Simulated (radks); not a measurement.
# Ionisation of As: one atom, several choices of relativity

One table from this session's results is given with a row withheld; the runs are named, their logs left out.

The numbers are computed with radks (a radial shooting solver on a logarithmic mesh, Libxc functionals) version 1 (Kohn-Sham, PBE, spin-unpolarised, spherical densities), except any that are marked as measured or tabulated.

## The atom as given

* element: arsenic (Z = 33)
* charge: 0
* electrons: 33
* configuration: [Ar] 3d10 4s2 4p3
* ion: As⁺, [Ar] 3d10 4s2 4p2
* choices: non-relativistic; scalar-relativistic; Dirac, 2j+1 shares; Dirac, low j first; scalar-relativistic, finite nucleus; Dirac, 2j+1 shares, finite nucleus; Dirac, c × 2; Dirac, c × 10; Dirac, c × 0.75

Set-up of the first run:

Settings of this run:

```text
Z 33
configuration [Ar] 3d10 4s2 4p3 5s0 4d0
relativity non-relativistic
functional pbe,pbe
spin unpolarised
nucleus point
```

Steps of the session up to this table: non-relativistic: As.

One of the session's tables, all rows but one given; the rest of the session is left out.

It belongs to the step «non-relativistic: As». Sizes of the orbitals, from the radial functions (bohr):

```
level      <r>  outermost maximum (interpolated)  90 % within  nodes
   1s  0.04638                            0.0306       0.0826      0
   2s   0.2067                             0.174        0.319      1
   2p        ?                                 ?            ?      ?
   3s   0.6092                             0.531        0.909      2
   3p   0.6218                             0.525        0.953      1
   3d   0.6751                             0.476         1.13      0
   4s    1.973                              1.65         2.97      3
   4p    2.559                              1.99         4.01      2
```

Q: Estimate the row for 2p from the others.

The run gave: <r>: 0.1788; outermost maximum (interpolated): 0.138; 90 % within: 0.291; nodes: 0. In the column «<r>» it lies between 1s (0.04638) and 2s (0.2067).

Limits of these values: Spin polarisation and multiplet splitting of open shells are left out at every level.
